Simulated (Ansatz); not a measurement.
# BBr2HO: a ladder of functionals and wavefunction methods

An exercise on one series of results from a longer session: the logs are not shown, and one member is left open.

Program: Ansatz 0.2.0, Gaussian basis. Level of theory: functionals in def2-TZVPP, the program's frozen cores in correlated methods. These are calculated values, not measurements.

Levels to be run: LDA (SPW92), PBE-D4, revPBE-D4, BLYP-D4, r2SCAN-D4, B97M-V, PBE0-D4, B3LYP-D4, r2SCANh-D4, r2SCAN0-D4, HSE06-D4, BHLYP-D4, CAM-B3LYP-D4, LC-ωPBE, ωB97X-V, ωB97M-V, B2PLYP, PBE-QIDH; CCSD(T)/def2-SVP; CCSD(T)/def2-TZVPP; MP2/def2-QZVPP; extrapolation to the limit; RPA on PBE.

### The relaxed structure

The geometry comes from an earlier relaxation with PBE0-D4 in a triple-zeta def2 set; it is a stationary point.

SMILES `OB(Br)Br`, 5 atoms, charge 0, spin multiplicity 1.

Atoms are counted from 1 here; the program's logs count them from 0.

Bond lengths: O1–B2 1.337 Å, O1–H5 0.963 Å, B2–Br3 1.906 Å, B2–Br4 1.925 Å. Angles: B2–O1–H5 113.7°, O1–B2–Br3 118.7°, O1–B2–Br4 121.2°, Br3–B2–Br4 120.1°.

Coordinates:

```xyz
5
charge 0, multiplicity 1
O     0.3155    0.9996    0.3576
B     0.1026   -0.2814    0.0392
Br    1.2186   -1.6164    0.8184
Br   -1.2987   -0.7869   -1.1804
H    -0.2882    1.6113   -0.0762
```

The first run:

in.yaml

```yaml
crystal:
  periodic: [false, false, false]
  atoms:
    - {symbol: O, position_ang: [0.315479, 0.999622, 0.357554]}
    - {symbol: B, position_ang: [0.102605, -0.281395, 0.039197]}
    - {symbol: Br, position_ang: [1.218578, -1.616378, 0.818351]}
    - {symbol: Br, position_ang: [-1.298702, -0.786895, -1.180371]}
    - {symbol: H, position_ang: [-0.288158, 1.611346, -0.076232]}
basis:
  gaussian: {orbitals: def2-TZVPP}
hamiltonian: {xc: lda}
output: {orbitals: {seedname: orbitals}}
```

Among the steps run: LDA; PBE-D4 (GGA); revPBE-D4 (GGA); BLYP-D4 (GGA); r2SCAN-D4 (meta-GGA); B97M-V (meta-GGA); PBE0-D4 (hybrid); B3LYP-D4 (hybrid); r2SCANh-D4 (hybrid); r2SCAN0-D4 (hybrid); HSE06-D4 (hybrid); BHLYP-D4 (hybrid); CAM-B3LYP-D4 (range-separated); LC-ωPBE-D4 (range-separated; the results give it without D4); ωB97X-V (range-separated); ωB97M-V (range-separated); B2PLYP (double hybrid); PBE-QIDH (double hybrid).

One of the session's tables, all rows but one given; the rest of the session is left out.

It belongs to the step «Frontier levels by functional». 

```
  functional  HOMO (eV)  gap (eV)
 LDA (SPW92)      -7.20      5.27
      PBE-D4          ?         ?
   revPBE-D4      -6.98      5.43
     BLYP-D4      -6.85      5.38
   r2SCAN-D4      -7.37      6.02
      B97M-V      -7.45      6.25
     PBE0-D4      -8.34      7.62
    B3LYP-D4      -8.06      7.16
  r2SCANh-D4      -7.85      6.82
  r2SCAN0-D4      -8.56      8.02
    HSE06-D4      -7.94      6.84
    BHLYP-D4      -9.47      9.85
CAM-B3LYP-D4      -9.65     10.10
     LC-ωPBE     -11.06     12.63
     ωB97X-V     -10.69     12.22
     ωB97M-V     -10.54     11.92
```

**Question.** Estimate the row for PBE-D4.

**Answer.** HOMO (eV): -7.03; gap (eV): 5.38. In the column «HOMO (eV)» it lies between LDA (SPW92) (-7.20) and revPBE-D4 (-6.98).
